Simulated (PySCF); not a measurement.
**GeHF3 (SMILES [H][Ge]([F])([F])[F]), step by step**

Wanted: a saddle-point search (SVWN5/6-31G**), then a single-point energy, then the energy (PBEsol-D4/3-21G), then the energy of GeHF3. The job is set up through a Python script.

The results are computed with PySCF 2.14.0.

2 further runs of the same task are left out: 2 for a faulty analytic Hessian.

### Step 1. The structure to begin with

GeHF3 has 5 atoms, charge 0, and is taken as a singlet. As SMILES, `[H][Ge]([F])([F])[F]`. The run starts from this shape.

Bond lengths: Ge1–F3 1.699 Å, Ge1–F4 1.699 Å, Ge1–F5 1.699 Å, Ge1–H2 1.768 Å. Angles: F3–Ge1–F4 104.7°, F3–Ge1–F5 104.7°, F4–Ge1–F5 104.7°, H2–Ge1–F3 127.6°, H2–Ge1–F4 127.5°, H2–Ge1–F5 61.3°.

### Step 2. A saddle-point search at SVWN5/6-31G(d,p) (density fitting, spherical functions) (run 1)

Input file start.xyz:

```xyz
5

Ge     0.000920    -0.001670     0.118450
H     -0.692017    -1.232128     1.182991
F      1.549740     0.011230    -0.580670
F     -0.784210     1.348770    -0.549740
F     -0.777490    -1.340510    -0.580070
```

Input file job.py:

```python
from pyscf import gto, dft
from pyscf import df
from pyscf.geomopt.geometric_solver import kernel as optimise

molecule = gto.M(
    atom='start.xyz',
    basis='6-31g**',
    charge=0,
    max_memory=1860,
    verbose=3,
)

mf = dft.RKS(molecule)
mf.xc = 'svwn'
mf = mf.density_fit(auxbasis=df.aug_etb(molecule, beta=2.0))
converged, mol_eq = optimise(mf, maxsteps=60, transition=True, hessian=True)
print('converged:', converged)
print(mol_eq.tostring())

mf.reset(mol_eq)
molecule = mol_eq
mf.kernel()
e_final = mf.e_tot
print(f'total energy: {e_final:.8f} hartree')
```

Run with:

```console
$ OMP_NUM_THREADS=1 python job.py
```

What it wrote:

```text
converged SCF energy = -2371.81761733815

[... 30 lines left out ...]
> Will converge when all 5 criteria are reached:
[... 35 lines left out ...]
1 Imaginary Frequencies (cm^-1): 299.336i
[... 3 lines left out ...]
Zero-point vibrational energy:                                    6.9348 kcal/mol
[... 20 lines left out ...]
converged SCF energy = -2371.81798838224
[... 65 lines left out ...]
converged SCF energy = -2371.81787447153
[... 65 lines left out ...]
converged SCF energy = -2371.81613516207
[... 65 lines left out ...]
converged SCF energy = -2371.81629466519
[... 67 lines left out ...]
converged SCF energy = -2371.81642625871
[... 57 lines left out ...]
Converged! =D
[... 1 line left out ...]
converged: True
Ge         -0.01145393       -0.07921411        0.21966898
H          -0.62178225       -1.35946974        0.98922951
F           1.50998094       -0.02167336       -0.58101293
F          -0.92119696        1.11488734       -0.62081228
F          -0.76587692       -1.72702446       -0.34180666
converged SCF energy = -2371.81642723456
total energy: -2371.81642723 hartree
```

Wall time 3.5 min (1 thread of AMD EPYC (Zen 3), shared host); peak memory 0.63 GiB.

Steps, from the record of the run:

| step | energy from the first frame kept (eV) | largest force (eV/Å) |
| --- | --- | --- |
| 0 | 0.0000 | 2.8063 |
| 1 | -0.0101 | 2.4004 |
| 2 | -0.0166 | 2.2631 |
| 3 | -0.0155 | 2.1346 |
| 4 | -0.0070 | 2.0440 |
| 5 | 0.0129 | 1.8701 |
| 6 | 0.0317 | 1.5211 |
| 7 | 0.0403 | 1.0330 |
| 8 | 0.0395 | 0.5238 |
| 9 | 0.0342 | 0.1158 |
| 10 | 0.0360 | 0.2526 |
| 11 | 0.0330 | 0.1051 |
| 12 | 0.0326 | 0.0370 |
| 13 | 0.0324 | 0.0165 |
| 14 | 0.0322 | 0.0160 |
| 15 | 0.0324 | 0.0146 |

After the run. Bond lengths: Ge1–F3 1.720 Å, Ge1–F4 1.720 Å, Ge1–F5 1.897 Å, Ge1–H2 1.614 Å. Angles: F3–Ge1–F4 102.5°, F3–Ge1–F5 104.1°, F4–Ge1–F5 104.4°, H2–Ge1–F3 125.7°, H2–Ge1–F4 125.7°, H2–Ge1–F5 45.7°.

### Step 3. The energy at SVWN5/6-31G(d,p) (density fitting, spherical functions) (run 4)

Input file input.xyz:

```xyz
5

Ge     0.000920    -0.001670     0.118450
H      0.011040    -0.017810     1.592040
F      1.549740     0.011230    -0.580670
F     -0.784210     1.348770    -0.549740
F     -0.777490    -1.340510    -0.580070
```

Input file run.py:

```python
from pyscf import gto, dft
from pyscf import df

molecule = gto.M(
    atom='input.xyz',
    basis='6-31g**',
    verbose=3,
    charge=0,
    spin=0,
    max_memory=1860,
)

mf = dft.RKS(molecule)
mf.xc = 'svwn'
mf = mf.density_fit(auxbasis=df.aug_etb(molecule, beta=2.0))
mf.kernel()

etot = mf.e_tot
print('Final energy', etot)
```

Run with:

```console
$ OMP_NUM_THREADS=1 python run.py
```

What it wrote:

```text
converged SCF energy = -2371.88361197701
Final energy -2371.8836119770117
```

It took 8.7 s on 1 thread of AMD EPYC (Zen 3), shared host; peak memory 0.22 GiB.

### Step 4. The energy at PBEsol-D4/3-21G (density fitting) (run 5)

Input file input.xyz:

```xyz
5
F3GeH
Ge    -0.011454    -0.079214     0.219669
H     -0.621782    -1.359470     0.989230
F      1.509981    -0.021673    -0.581013
F     -0.921197     1.114887    -0.620812
F     -0.765877    -1.727024    -0.341807
```

Input file calc.py:

```python
from pyscf import gto, dft

molecule = gto.M(
    atom='input.xyz',
    verbose=4,
    basis='3-21g',
    max_memory=1860,
    spin=0,
)

mf = dft.RKS(molecule)
mf.xc = 'pbesol'
mf = mf.density_fit()
mf.disp = 'd4'
mf.kernel()

e_tot = mf.e_tot
print('E = %.10f Eh' % e_tot)
```

Run with:

```console
$ OMP_NUM_THREADS=1 python calc.py
```

What it wrote:

```text
PySCF version 2.14.0

[INPUT] num. atoms = 5
[INPUT] num. electrons = 60
[INPUT] charge = 0
[INPUT] spin (= nelec alpha-beta = 2S) = 0
[INPUT] symmetry False subgroup None
[INPUT] Mole.unit = angstrom
[INPUT] Symbol           X                Y                Z      unit          X                Y                Z       unit  Magmom
[INPUT]  1 Ge    -0.011454000000  -0.079214000000   0.219669000000 AA   -0.021644923031  -0.149692765231   0.415114248057 Bohr   0.0
[INPUT]  2 H     -0.621782000000  -1.359470000000   0.989230000000 AA   -1.174997689184  -2.569025974562   1.869373774203 Bohr   0.0
[INPUT]  3 F      1.509981000000  -0.021673000000  -0.581013000000 AA    2.853450543297  -0.040956034298  -1.097955444812 Bohr   0.0
[INPUT]  4 F     -0.921197000000   1.114887000000  -0.620812000000 AA   -1.740810036771   2.106831089838  -1.173164654843 Bohr   0.0
[INPUT]  5 F     -0.765877000000  -1.727024000000  -0.341807000000 AA   -1.447297775104  -3.263602370551  -0.645921617459 Bohr   0.0

nuclear repulsion = 320.617815949795
number of shells = 27
number of NR pGTOs = 102
number of NR cGTOs = 51
basis = 3-21g
ecp = {}

******** <class 'pyscf.df.df_jk.DFRKS'> ********
method = DFRKS
initial guess = minao
damping factor = 0
level_shift factor = 0
DIIS = <class 'pyscf.scf.diis.CDIIS'>
diis_start_cycle = 1
diis_space = 8
diis_damp = 0
SCF conv_tol = 1e-09
SCF conv_tol_grad = None
SCF max_cycles = 50
direct_scf = False
XC library pyscf.dft.libxc version 7.0.0
    S. Lehtola, C. Steigemann, M. J.T. Oliveira, and M. A.L. Marques.,  SoftwareX 7, 1–5 (2018)
XC functionals = pbesol
    J. P. Perdew, A. Ruzsinszky, G. I. Csonka, O. A. Vydrov, G. E. Scuseria, L. A. Constantin, X. Zhou, and K. Burke.,  Phys. Rev. Lett. 100, 136406 (2008)
    J. P. Perdew, A. Ruzsinszky, G. I. Csonka, O. A. Vydrov, G. E. Scuseria, L. A. Constantin, X. Zhou, and K. Burke.,  Phys. Rev. Lett. 100, 136406 (2008)
radial grids:
    Treutler-Ahlrichs [JCP 102, 346 (1995); DOI:10.1063/1.469408] (M4) radial grids

becke partition: Becke, JCP 88, 2547 (1988); DOI:10.1063/1.454033
pruning grids: <function nwchem_prune>
grids dens level: 3
symmetrized grids: False
atomic radii adjust function: <function treutler_atomic_radii_adjust>
small_rho_cutoff = 0
Set gradient conv threshold to 3.16228e-05
Initial guess from minao.
tot grids = 73240
Calc dispersion correction with DFTD4.
Parameters: xc=pbesol, atm=True
init E= -2360.84879981165
  HOMO = -0.321279198912976  LUMO = -0.141668049552467  gap/eV = 4.88747
cycle= 1 E= -2362.36645052659  delta_E= -1.52  |g|= 0.912  |ddm|= 1.97
  HOMO = -0.149093137526884  LUMO = -0.0628253916513812  gap/eV = 2.34746
cycle= 2 E= -2361.59106036681  delta_E= 0.775  |g|= 2.24  |ddm|= 2.64
  HOMO = -0.254057368598258  LUMO = -0.0989956544402348  gap/eV = 4.21944
cycle= 3 E= -2362.49011813444  delta_E= -0.899  |g|= 0.391  |ddm|= 2.11
  HOMO = -0.2431139162418  LUMO = -0.0956327683384148  gap/eV = 4.01317
cycle= 4 E= -2362.52056284434  delta_E= -0.0304  |g|= 0.136  |ddm|= 0.541
  HOMO = -0.248077788830839  LUMO = -0.101235606031756  gap/eV = 3.99578
cycle= 5 E= -2362.52396618261  delta_E= -0.0034  |g|= 0.0292  |ddm|= 0.108
  HOMO = -0.24801541908777  LUMO = -0.100416169421786  gap/eV = 4.01638
cycle= 6 E= -2362.52418259262  delta_E= -0.000216  |g|= 0.00323  |ddm|= 0.0365
  HOMO = -0.248072228951586  LUMO = -0.100301548867393  gap/eV = 4.02105
cycle= 7 E= -2362.52418551009  delta_E= -2.92e-06  |g|= 0.00173  |ddm|= 0.00788
  HOMO = -0.248168376458843  LUMO = -0.100414764244374  gap/eV = 4.02058
cycle= 8 E= -2362.5241866947  delta_E= -1.18e-06  |g|= 0.000289  |ddm|= 0.003
  HOMO = -0.248167050381492  LUMO = -0.100414058825172  gap/eV = 4.02056
cycle= 9 E= -2362.52418670826  delta_E= -1.36e-08  |g|= 7.63e-05  |ddm|= 0.000232
  HOMO = -0.248162276139088  LUMO = -0.100409025339801  gap/eV = 4.02057
cycle= 10 E= -2362.52418670946  delta_E= -1.2e-09  |g|= 1.65e-05  |ddm|= 9.59e-05
  HOMO = -0.24816321889648  LUMO = -0.100409448202169  gap/eV = 4.02058
cycle= 11 E= -2362.52418670952  delta_E= -6.68e-11  |g|= 1.62e-06  |ddm|= 2.15e-05
  HOMO = -0.248162880065653  LUMO = -0.100409327678708  gap/eV = 4.02058
Extra cycle  E= -2362.52418670952  delta_E= 4.09e-12  |g|= 6.22e-06  |ddm|= 8.64e-06
converged SCF energy = -2362.52418670952
E = -2362.5241867095 Eh
```

Wall time 7.5 s (1 thread of AMD EPYC (Zen 3), shared host); peak memory 0.26 GiB.

### Step 5. A single-point energy at PBEsol-D4/3-21G (density fitting) (run 6)

Input file mol.xyz:

```xyz
5
F3GeH
Ge     0.000920    -0.001670     0.118450
H      0.011040    -0.017810     1.592040
F      1.549740     0.011230    -0.580670
F     -0.784210     1.348770    -0.549740
F     -0.777490    -1.340510    -0.580070
```

Input file calc.py:

```python
from pyscf import gto, dft

system = gto.Mole()
system.atom = 'mol.xyz'
system.verbose = 4
system.basis = '3-21g'
system.symmetry = True
system.max_memory = 1860
system.charge = 0
system.build()

mf = dft.RKS(system)
mf.xc = 'pbesol'
mf = mf.density_fit()
mf.disp = 'd4'
mf.kernel()

energy = mf.e_tot
print('E(%s) = %.9f' % ('PBESOL', energy))
```

Run with:

```console
$ OMP_NUM_THREADS=1 python calc.py
```

What it wrote:

```text
PySCF version 2.14.0

[INPUT] num. atoms = 5
[INPUT] num. electrons = 60
[INPUT] charge = 0
[INPUT] spin (= nelec alpha-beta = 2S) = 0
[INPUT] symmetry True subgroup None
[INPUT] Mole.unit = angstrom
[INPUT] Symbol           X                Y                Z      unit          X                Y                Z       unit  Magmom
[INPUT]  1 Ge     0.000920000000  -0.001670000000   0.118450000000 AA    0.001738548035  -0.003155842628   0.223838059455 Bohr   0.0
[INPUT]  2 H      0.011040000000  -0.017810000000   1.592040000000 AA    0.020862576415  -0.033656022279   3.008519579353 Bohr   0.0
[INPUT]  3 F      1.549740000000   0.011230000000  -0.580670000000 AA    2.928584164283   0.021221624379  -1.097307268751 Bohr   0.0
[INPUT]  4 F     -0.784210000000   1.348770000000  -0.549740000000 AA   -1.481942124145   2.548805905030  -1.038858039718 Bohr   0.0
[INPUT]  5 F     -0.777490000000  -1.340510000000  -0.580070000000 AA   -1.469243164588  -2.533196767241  -1.096173433076 Bohr   0.0

nuclear repulsion = 333.74460207442
point group symmetry = C1
symmetry origin: [0. 0. 0.]
symmetry axis x: [1. 0. 0.]
symmetry axis y: [0. 1. 0.]
symmetry axis z: [0. 0. 1.]
num. orbitals of irrep A = 51
number of shells = 27
number of NR pGTOs = 102
number of NR cGTOs = 51
basis = 3-21g
ecp = {}

******** <class 'pyscf.df.df_jk.DFRKS'> ********
method = DFRKS
initial guess = minao
damping factor = 0
level_shift factor = 0
DIIS = <class 'pyscf.scf.diis.CDIIS'>
diis_start_cycle = 1
diis_space = 8
diis_damp = 0
SCF conv_tol = 1e-09
SCF conv_tol_grad = None
SCF max_cycles = 50
direct_scf = False
XC library pyscf.dft.libxc version 7.0.0
    S. Lehtola, C. Steigemann, M. J.T. Oliveira, and M. A.L. Marques.,  SoftwareX 7, 1–5 (2018)
XC functionals = pbesol
    J. P. Perdew, A. Ruzsinszky, G. I. Csonka, O. A. Vydrov, G. E. Scuseria, L. A. Constantin, X. Zhou, and K. Burke.,  Phys. Rev. Lett. 100, 136406 (2008)
    J. P. Perdew, A. Ruzsinszky, G. I. Csonka, O. A. Vydrov, G. E. Scuseria, L. A. Constantin, X. Zhou, and K. Burke.,  Phys. Rev. Lett. 100, 136406 (2008)
radial grids:
    Treutler-Ahlrichs [JCP 102, 346 (1995); DOI:10.1063/1.469408] (M4) radial grids

becke partition: Becke, JCP 88, 2547 (1988); DOI:10.1063/1.454033
pruning grids: <function nwchem_prune>
grids dens level: 3
symmetrized grids: True
atomic radii adjust function: <function treutler_atomic_radii_adjust>
small_rho_cutoff = 0
Set gradient conv threshold to 3.16228e-05
[... 1 set-up line as earlier in the session ...]
tot grids = 73240
Calc dispersion correction with DFTD4.
Parameters: xc=pbesol, atm=True
init E= -2361.00595729175
  HOMO = -0.412907326084702  LUMO = -0.0804016868117543  gap/eV = 9.04794
cycle= 1 E= -2362.4624903656  delta_E= -1.46  |g|= 0.885  |ddm|= 1.99
  HOMO = -0.179051121322209  LUMO = -0.00457627164457852  gap/eV = 4.74770
cycle= 2 E= -2362.05165416098  delta_E= 0.411  |g|=  1.8  |ddm|= 2.36
  HOMO = -0.313671450673141  LUMO = -0.0218011293304459  gap/eV = 7.94220
cycle= 3 E= -2362.60131919111  delta_E= -0.55  |g|= 0.0243  |ddm|= 1.65
  HOMO = -0.308356438596823  LUMO = -0.0238627142452503  gap/eV = 7.74147
cycle= 4 E= -2362.60148999928  delta_E= -0.000171  |g|= 0.0197  |ddm|= 0.0862
  HOMO = -0.310322113290933  LUMO = -0.0235406829610674  gap/eV = 7.80372
cycle= 5 E= -2362.60161299396  delta_E= -0.000123  |g|= 0.00371  |ddm|= 0.0305
  HOMO = -0.310423210785469  LUMO = -0.0233285648745465  gap/eV = 7.81224
cycle= 6 E= -2362.60161590715  delta_E= -2.91e-06  |g|= 0.00128  |ddm|= 0.0041
  HOMO = -0.310456422298458  LUMO = -0.0233389593487159  gap/eV = 7.81286
cycle= 7 E= -2362.60161615208  delta_E= -2.45e-07  |g|= 0.000324  |ddm|= 0.00107
  HOMO = -0.310494255939244  LUMO = -0.0233677259606315  gap/eV = 7.81311
cycle= 8 E= -2362.60161616963  delta_E= -1.76e-08  |g|= 1.64e-05  |ddm|= 0.000264
  HOMO = -0.310494542057116  LUMO = -0.0233665834716295  gap/eV = 7.81315
cycle= 9 E= -2362.60161616969  delta_E= -5.46e-11  |g|= 1.11e-06  |ddm|= 1.67e-05
  HOMO = -0.310494710837983  LUMO = -0.0233665245618271  gap/eV = 7.81316
Extra cycle  E= -2362.60161616968  delta_E= 7.28e-12  |g|= 2.13e-06  |ddm|= 2.63e-06
converged SCF energy = -2362.60161616968
E(PBESOL) = -2362.601616170
```

It took 6 s on 1 thread of AMD EPYC (Zen 3), shared host; peak memory 0.27 GiB.

### Step 6. Results

| quantity | value |
| --- | --- |
| run 1, SVWN5/6-31G**: total energy at the end | -2371.81643 Eh |
| run 1, SVWN5/6-31G**: dipole moment | 2.30 D |
| run 1, SVWN5/6-31G**: HOMO energy | -7.53 eV |
| run 1, SVWN5/6-31G**: LUMO energy | -3.37 eV |
| run 1, SVWN5/6-31G**: HOMO–LUMO gap | 4.15 eV |
| run 4, SVWN5/6-31G**: total energy | -2371.88361 Eh |
| run 4, SVWN5/6-31G**: dipole moment | 2.53 D |
| run 4, SVWN5/6-31G**: HOMO energy | -9.38 eV |
| run 4, SVWN5/6-31G**: LUMO energy | -1.24 eV |
| run 4, SVWN5/6-31G**: HOMO–LUMO gap | 8.14 eV |
| run 5, PBEsol-D4/3-21G: total energy | -2362.52419 Eh |
| run 5, PBEsol-D4/3-21G: dipole moment | 2.22 D |
| run 5, PBEsol-D4/3-21G: HOMO energy | -6.75 eV |
| run 5, PBEsol-D4/3-21G: LUMO energy | -2.73 eV |
| run 5, PBEsol-D4/3-21G: HOMO–LUMO gap | 4.02 eV |
| run 5, PBEsol-D4/3-21G: dispersion energy | -2.09 kJ/mol |
| run 6, PBEsol-D4/3-21G: total energy | -2362.60162 Eh |
| run 6, PBEsol-D4/3-21G: dipole moment | 2.48 D |
| run 6, PBEsol-D4/3-21G: HOMO energy | -8.45 eV |
| run 6, PBEsol-D4/3-21G: LUMO energy | -0.64 eV |
| run 6, PBEsol-D4/3-21G: HOMO–LUMO gap | 7.81 eV |
| run 6, PBEsol-D4/3-21G: dispersion energy | -2.13 kJ/mol |

**Reading.** Mulliken charges (run 1, SVWN5/6-31G**) run from -0.30 on F3 to +0.62 on Ge1. Mulliken charges (run 4, SVWN5/6-31G**) run from -0.31 on F4 to +0.85 on Ge1; they depend strongly on the basis. Mulliken charges (run 6, PBEsol-D4/3-21G) run from -0.33 on F4 to +1.12 on Ge1.
